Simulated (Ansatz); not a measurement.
# AlH2Br (SMILES [H][Al]([H])[Br]) at CCSD/STO-3G

Aim: the energy change on altering one bond length of AlH2Br at CCSD/STO-3G, from 2 runs. 

Program for the calculation: Ansatz 0.2.0.

51 further runs of the same task are left out: 2 that didn't finish, 49 set aside as unsound or not needed.

### 1 The structure to begin with

AlH2Br: 4 atoms, total charge 0, spin state singlet. SMILES: `[H][Al]([H])[Br]`. Geometry: a GFN2-xTB relaxation, a rough one for these elements and not checked as a minimum.

Bond lengths: Al1–Br4 2.240 Å, Al1–H2 1.534 Å, Al1–H3 1.534 Å. Angles: H2–Al1–Br4 120.8°, H3–Al1–Br4 120.8°, H2–Al1–H3 118.4°.

### 2 A single-point energy at CCSD/STO-3G

The input, input.yaml:

```yaml
crystal:
  periodic: [false, false, false]
  atoms:
    - {symbol: Al, position_ang: [0.085960, 0.143320, 0.001240]}
    - {symbol: H, position_ang: [1.619870, 0.141230, 0.011920]}
    - {symbol: H, position_ang: [-0.640600, 1.494120, -0.021230]}
    - {symbol: Br, position_ang: [-1.065230, -1.778670, 0.008060]}
basis:
  gaussian:
    orbitals: STO-3G
correlation:
  method: ccsd
  frozen_orbitals: {Al: 5, Br: 9, H: 0}
accuracy: high
scf:
  omitted_lower_state_checks: [cluster_reference, increment]
```

On the command line:

```
$ ansatz run input.yaml --threads 1 --pin off --max-ram 2610MiB --events-out events.jsonl --progress --plain --runs-dir runs
```

Standard output, shortened:

```text
Warning: RAYON_NUM_THREADS=1 ignored (pool sized by the plan → 1); use --threads N
Functional definition: HF
  name "HF"
[...]
413 factors; integrals over basis functions are off by at most 7.7e-9 eV
[...]
mean field -75781.11424720 eV, -2784.9045823003 hartree, gradient 5.1e-8 eV, S^2 0.000000; 0 other end points of the search recorded, 0 dependent functions left out
14 core orbitals not correlated: weight in the atoms' cores, before any rotation towards them, 0.999 or more for the frozen orbitals, at most 0.000 for the correlated occupied ones
reference -75781.11424720 eV, -2784.9045823003 hartree; 11, 11 occupied and 4, 4 virtual orbitals, 413 factors
second order -0.90180951 eV of doubles, -0.00000000 eV of singles
cycle   1  -1.14022514 eV  change   -2.4e-1 eV  update   4.8e-2
[...]
cycle  17  -1.28218914 eV  change   4.1e-10 eV  update   1.9e-9
Total energy: -75782.39643633 eV, -2784.9517018820 hartree
Checks for a lower state left out: cluster_reference, increment
```

It took 0.28 s on 1 thread of Arm Neoverse V1, shared host.

### 3 The distorted shape

The input, run.yaml:

```yaml
crystal:
  periodic: [false, false, false]
  atoms:
    - symbol: Al
      position_ang: [0.267619, -0.194416, 0.006858]
    - symbol: H
      position_ang: [1.801529, -0.196506, 0.017538]
    - symbol: H
      position_ang: [-0.640600, 1.494120, -0.021230]
    - symbol: Br
      position_ang: [-0.883571, -2.116406, 0.013678]
basis:
  gaussian:
    orbitals: STO-3G
total_charge: 0
correlation:
  method: ccsd
  frozen_orbitals: {Al: 5, Br: 9, H: 0}
accuracy: high
scf:
  omitted_lower_state_checks: [cluster_reference, increment]
```

On the command line:

```
$ ansatz run run.yaml --threads 1 --pin off --max-ram 2610MiB --events-out events.jsonl --progress --plain --runs-dir runs
```

Standard output, shortened:

```text
Warning: RAYON_NUM_THREADS=1 ignored (pool sized by the plan → 1); use --threads N
[... 2 set-up lines as earlier in the session ...]
[...]
412 factors; integrals over basis functions are off by at most 2.0e-8 eV
[...]
mean field -75779.49645872 eV, -2784.8451296705 hartree, gradient 9.6e-8 eV, S^2 0.000000; 0 other end points of the search recorded, 0 dependent functions left out
14 core orbitals not correlated: weight in the atoms' cores, before any rotation towards them, 0.999 or more for the frozen orbitals, at most 0.000 for the correlated occupied ones
reference -75779.49645872 eV, -2784.8451296705 hartree; 11, 11 occupied and 4, 4 virtual orbitals, 412 factors
second order -1.11778495 eV of doubles, -0.00000000 eV of singles
cycle   1  -1.44393011 eV  change   -3.3e-1 eV  update   6.2e-2
[...]
cycle  19  -1.66369548 eV  change  -1.8e-10 eV  update   1.5e-9
Total energy: -75781.16015420 eV, -2784.9062693516 hartree
Checks for a lower state left out: cluster_reference, increment
```

Wall time 0.28 s (1 thread of Arm Neoverse V1, shared host).

### 4 Summary of results

Level: CCSD/STO-3G, 14 core orbitals frozen.

```
                                                          quantity           value
                                         first shape: total energy  -2784.95170 Eh
         first shape: correlation energy (14 core orbitals frozen)       -47.1 mEh
                                        first shape: T1 diagnostic           0.006
                                     distorted shape: total energy  -2784.90627 Eh
     distorted shape: correlation energy (14 core orbitals frozen)       -61.1 mEh
                                    distorted shape: T1 diagnostic           0.008
energy change with the Al1–H3 bond stretched from 1.534 to 1.917 Å        1.236 eV
```

**Reading.** With the Al1–H3 bond stretched from 1.534 to 1.917 Å the energy rises by 1.24 eV (119 kJ/mol). The first shape isn't relaxed at this level, so the change isn't measured from a minimum. The minimal basis adds a large error of its own.
